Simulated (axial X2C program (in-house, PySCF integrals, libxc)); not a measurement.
# A two-component session on LaTi: properties at the nuclei

Aim: properties at the nuclei of LaTi, with spin–orbit coupling in the Hamiltonian from the start.

Program: an in-house X2C program for linear molecules on PySCF integrals. Level of theory: two-component X2C with atomic mean-field terms, La dyall-cv3z, Ti dyall-cv3z. These are calculated values, not measurements.

## Step 1: The job

File task.json:

```json
{
 "zs": [
  57,
  22
 ],
 "q": 0,
 "bas": [
  "dyall-cv3z",
  "dyall-cv3z"
 ],
 "r0": 3.16,
 "levels": [
  "PBE0",
  "HF",
  "BP86",
  "LDA",
  "PBE"
 ],
 "nst": 2
}
```

Keys: zs atomic numbers; q charge; bas basis sets; r0 starting distance in Å; levels methods (HF also brings MP2); nst determinants followed.

The run is started by

```bash
$ python soeom.py task.json out
```

Nuclei are Gaussian, cores are contracted, and the Gaunt term is on.

## Step 2: Expectation values, lowest determinant

R = 2.805 Å. State: Ω = 1/2 (excess of +ω over −ω: ω = 1/2).

Output of the PBE0 run:

```text
two-component X2C + atomic mean field  PBE0
basis functions 269  fitting functions 1381  grid points 5804
iter        total energy     max residual
   1      -9342.161313176     3.69e-05
   2      -9342.161313270     4.34e-05
   3      -9342.161313321     3.52e-05
   4      -9342.161313332     5.16e-05
   5      -9342.161313383     1.01e-05
   6      -9342.161313392     7.31e-06
converged
one-electron -13209.90416680  Coulomb 3884.59569061  exact exchange -60.96485838  xc functional -186.66701705  nuclear repulsion 236.57334135  atomic mean-field constant -5.79430312
```

The highest occupied spinor is 31% La s, 21% La p, 19% La d.

```tsv
level	Eeff magnitude (GV/cm)	Ws magnitude La (kHz)	A∥/gI La (MHz)	qzz La (a.u.)	A∥/gI Ti (MHz)	qzz Ti (a.u.)	μ (D)
PBE0	5.34	5.64	3120	-1.73	-307	0.08	-1.52
HF	3.71	1.79	4220	-2.91	-622	0.04	-2.58
BP86	5.44	6.32	2980	-1.43	18.4	-0.39	-1.19
LDA	5.86	6.96	2890	-1.44	75.8	-0.40	-1.10
PBE	5.29	6.08	2770	-1.41	-45.5	-0.38	-1.14
```

Eeff is the effective electric field on the electron dipole moment in this Ω state and Ws the scalar–pseudoscalar constant (defined with the proton number Z and per Ω); A∥ is the parallel hyperfine constant, which follows by multiplying with the nuclear g factor gI = μI/(I μN); qzz is the electric field gradient, eQq0 = 234.96 MHz × Q/barn × qzz; μ is positive if Ti is the positive end. The operators were transformed with the bare-nucleus X2C matrices.

## Step 3: Expectation values, a higher determinant

R = 2.805 Å. State: Ω = 9/2 (excess of +ω over −ω: ω = 1/2, ω = 3/2, ω = 5/2), 0.03 eV above the lowest in the PBE0 search for states (made at or near this distance, with looser thresholds).

Output of the PBE0 run:

```text
two-component X2C + atomic mean field  PBE0
basis functions 269  fitting functions 1381  grid points 5804
iter        total energy     max residual
   1      -9342.160348817     6.11e-05
   2      -9342.160348887     4.53e-05
   3      -9342.160348960     3.85e-05
   4      -9342.160348977     2.40e-05
   5      -9342.160348991     5.19e-06
   6      -9342.160348992     3.19e-06
converged
one-electron -13209.89998993  Coulomb 3884.59256962  exact exchange -60.96502954  xc functional -186.66693738  nuclear repulsion 236.57334135  atomic mean-field constant -5.79430312
```

The highest occupied spinor is 31% La s, 21% La p, 19% La d.

```tsv
level	Eeff magnitude (GV/cm)	Ws magnitude La (kHz)	A∥/gI La (MHz)	qzz La (a.u.)	A∥/gI Ti (MHz)	qzz Ti (a.u.)	μ (D)
PBE0	5.34	0.627	347	-1.74	111	0.08	-1.52
HF	3.75	0.206	469	-2.93	82.8	0.03	-2.58
BP86	5.45	0.704	364	-1.51	114	-0.35	-1.19
LDA	5.86	0.772	354	-1.52	123	-0.37	-1.10
PBE	5.31	0.677	340	-1.49	108	-0.34	-1.14
```

## Step 4: Results

| quantity | value |
| --- | --- |
| lowest determinant | Ω = 1/2 (excess of +ω over −ω: ω = 1/2) |
| Eeff magnitude (GV/cm), PBE0 | 5.34 |
| Ws magnitude La (kHz), PBE0 | 5.64 |
| A∥/gI La (MHz), PBE0 | 3120 |
| qzz La (a.u.), PBE0 | -1.73 |
| higher determinant | Ω = 9/2 (excess of +ω over −ω: ω = 1/2, ω = 3/2, ω = 5/2) |
| Eeff magnitude (GV/cm), PBE0, higher determinant | 5.34 |
| Ws magnitude La (kHz), PBE0, higher determinant | 0.627 |
| A∥/gI La (MHz), PBE0, higher determinant | 347 |
| qzz La (a.u.), PBE0, higher determinant | -1.74 |

**Reading.** In the first state, the effective field runs from 3.71 to 5.86 GV/cm over the mean-field levels. The expectation values come from single determinants, which for open shells can mix terms of unlike spin or miss the lowest Ω, so a determinant need not be a state. Eeff is the effective electric field on the electron dipole moment in this Ω state and Ws the scalar–pseudoscalar constant (defined with the proton number Z and per Ω); A∥ is the parallel hyperfine constant, which follows by multiplying with the nuclear g factor gI = μI/(I μN); qzz is the electric field gradient, eQq0 = 234.96 MHz × Q/barn × qzz; μ is positive if Ti is the positive end. The operators were transformed with the bare-nucleus X2C matrices. A second determinant lies within 0.1 eV of the first, so their order is not settled at this level.
